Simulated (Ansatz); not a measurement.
# wB97M-V/def2-SVP run of CH6B2O (SMILES BB(C)O)

What is the vertical singlet–triplet gap of CH6B2O at wB97M-V/def2-SVP? 

The calculation is run with Ansatz 0.2.0.

69 further runs of the same task are left out: 69 set aside as unsound or not needed.

## 1. The molecule

CH6B2O has 10 atoms, charge 0, and is taken as a singlet. As SMILES, `BB(C)O`. Geometry: relaxed at PBE0-D4/def2-TZVP. This is one conformer, not always the lowest.

Bond lengths: B1–B2 1.681 Å, B2–C3 1.575 Å, B2–O4 1.367 Å, B1–H5 1.201 Å, B1–H6 1.200 Å, C3–H7 1.093 Å, C3–H8 1.094 Å, C3–H9 1.097 Å, O4–H10 0.959 Å. Some angles: B1–B2–C3 118.7°, B1–B2–O4 125.5°, C3–B2–O4 115.8°, B2–B1–H5 121.9°, B2–B1–H6 122.5°, B2–C3–H7 113.8°, B2–C3–H8 111.5°, B2–C3–H9 108.5°, B2–O4–H10 114.4°, H5–B1–H6 115.4°.

## 2. A single-point energy at wB97M-V/def2-SVP

Contents of molecule.yaml:

```yaml
crystal:
  periodic: [false, false, false]
  atoms:
    - {symbol: B, position_ang: [-1.157400, 0.826800, -0.622100]}
    - {symbol: B, position_ang: [0.289400, 0.045900, -0.271000]}
    - {symbol: C, position_ang: [0.377300, -0.834700, 1.032200]}
    - {symbol: O, position_ang: [1.432600, 0.117800, -1.017900]}
    - {symbol: H, position_ang: [-2.010400, 0.312100, -1.292200]}
    - {symbol: H, position_ang: [-1.440400, 1.898900, -0.162200]}
    - {symbol: H, position_ang: [-0.546500, -1.371000, 1.265900]}
    - {symbol: H, position_ang: [1.200400, -1.552500, 0.975700]}
    - {symbol: H, position_ang: [0.572700, -0.174500, 1.886700]}
    - {symbol: H, position_ang: [1.365300, 0.679800, -1.792300]}
basis:
  gaussian: {orbitals: def2-SVP}
hamiltonian: {xc: {name: wB97M-V}}
output: {orbitals: {seedname: orbitals}}
accuracy: high
```

Launch:

```sh
$ ansatz run molecule.yaml --threads 1 --pin off --max-ram 3480MiB --events-out events.jsonl --progress --plain --runs-dir runs
```

What it wrote:

```text
Warning: RAYON_NUM_THREADS=1 ignored (pool sized by the plan → 1); use --threads N
Functional definition: wB97M-V
  name "wB97M-V"
  parameter omega = 0.3/bohr
  parameter cx = 0.15
  parameter cx01 = 1.007
  parameter cx10 = 0.259
  parameter css00 = 0.443
  parameter css04 = -1.437
  parameter css10 = -4.535
  parameter css20 = -3.390
  parameter css43 = 4.278
  parameter cos00 = 1.000
  parameter cos10 = 1.358
  parameter cos20 = 2.924
  parameter cos21 = -8.812
  parameter cos60 = -1.390
  parameter cos61 = 9.142
  parameter b = 6.0
  parameter c = 0.01
  gx(w, u) = 1 - cx + cx01*u + cx10*w
  gss(w, u) = css00 + css04*u^4 + css10*w + css20*w^2 + css43*w^4*u^3
  gos(w, u) = cos00 + cos10*w + (cos20 + cos21*u)*w^2 + (cos60 + cos61*u)*w^6
  exchange = spin_sum(e_x_unif_sr(omega)*gx(b97_w, b97_u_x)) + cx*exact_x_sr(omega) + exact_x_lr(omega)
  correlation = spin_sum(e_c_pw_mod_same_spin*gss(b97_w, b97_u_same))
      + integral(e_c_pw_mod_opposite_spin*gos(b97_w_opposite, b97_u_opposite)) + vv10(b, c)
2073 factors; integrals over basis functions are off by at most 3.2e-9 eV
382 factors; integrals over basis functions are off by at most 2.3e-9 eV
mean field evaluation 1: about -4524.6471 eV, gradient 4.5e1 eV
mean field evaluation 2: about -4525.6263 eV, gradient 4.3e1 eV
mean field evaluation 4: about -4528.9840 eV, gradient 1.7e0 eV
mean field evaluation 8: about -4528.9909 eV, gradient 5.7e-2 eV
mean field evaluation 16: about -4528.9909 eV, gradient 3.5e-5 eV
mean field -4528.99093458 eV, -166.4373469857 hartree, gradient 7.7e-8 eV, S^2 0.000000; 0 other end points of the search recorded, 0 dependent functions left out
reference -4528.99093918 eV, -166.4373471545 hartree; 15, 15 occupied and 71, 71 virtual orbitals, 2073 factors
Total energy: -4528.99093918 eV, -166.4373471545 hartree
```

It took 50 s on 1 thread of Arm Neoverse V2, shared host; peak memory 0.51 GiB.

## 3. The triplet

molecule.yaml, as its differences from that of step 2:

```diff
@@ -14,5 +14,11 @@
 basis:
-  gaussian: {orbitals: def2-SVP}
-hamiltonian: {xc: {name: wB97M-V}}
-output: {orbitals: {seedname: orbitals}}
+  gaussian:
+    orbitals: def2-SVP
 accuracy: high
+output:
+  orbitals: {seedname: orbitals}
+magnetization:
+  spin_polarized: true
+  initial_magnetization: 2
+hamiltonian:
+  xc: {name: wB97M-V}
```

Launch:

```sh
$ ansatz run molecule.yaml --threads 1 --pin off --max-ram 3480MiB --events-out events.jsonl --progress --plain --runs-dir runs
```

What it wrote (excerpt; [...] marks lines left out):

```text
Warning: RAYON_NUM_THREADS=1 ignored (pool sized by the plan → 1); use --threads N
Functional definition: wB97M-V
  name "wB97M-V"
[...]
  gx(w, u) = 1 - cx + cx01*u + cx10*w
  gss(w, u) = css00 + css04*u^4 + css10*w + css20*w^2 + css43*w^4*u^3
  gos(w, u) = cos00 + cos10*w + (cos20 + cos21*u)*w^2 + (cos60 + cos61*u)*w^6
[...]
      + integral(e_c_pw_mod_opposite_spin*gos(b97_w_opposite, b97_u_opposite)) + vv10(b, c)
2073 factors; integrals over basis functions are off by at most 3.2e-9 eV
382 factors; integrals over basis functions are off by at most 2.3e-9 eV
[...]
mean field -4525.23890413 eV, -166.2994624098 hartree, gradient 8.1e-8 eV, S^2 2.002819; 2 other end points of the search recorded, 0 dependent functions left out
reference -4525.23890857 eV, -166.2994625727 hartree; 16, 14 occupied and 70, 72 virtual orbitals, 2073 factors
Total energy: -4525.23890857 eV, -166.2994625727 hartree
```

It took 2 min on 1 thread of Arm Neoverse V2, shared host; peak memory 0.93 GiB.

## 4. Summary of results

Level: wB97M-V/def2-SVP.

```
                                        quantity          value
                           singlet: total energy  -166.43735 Eh
                            singlet: HOMO energy       -9.83 eV
                            singlet: LUMO energy        0.26 eV
                          singlet: HOMO–LUMO gap       10.10 eV
                           triplet: total energy  -166.29946 Eh
     triplet: HOMO energy (highest over α and β)       -6.19 eV
      triplet: LUMO energy (lowest over α and β)       -3.42 eV
                                   triplet: ⟨S²⟩          2.003
vertical energy of the triplet above the singlet       3.752 eV
```

In words: At this shape the triplet lies 3.75 eV (87 kcal/mol) above the singlet.
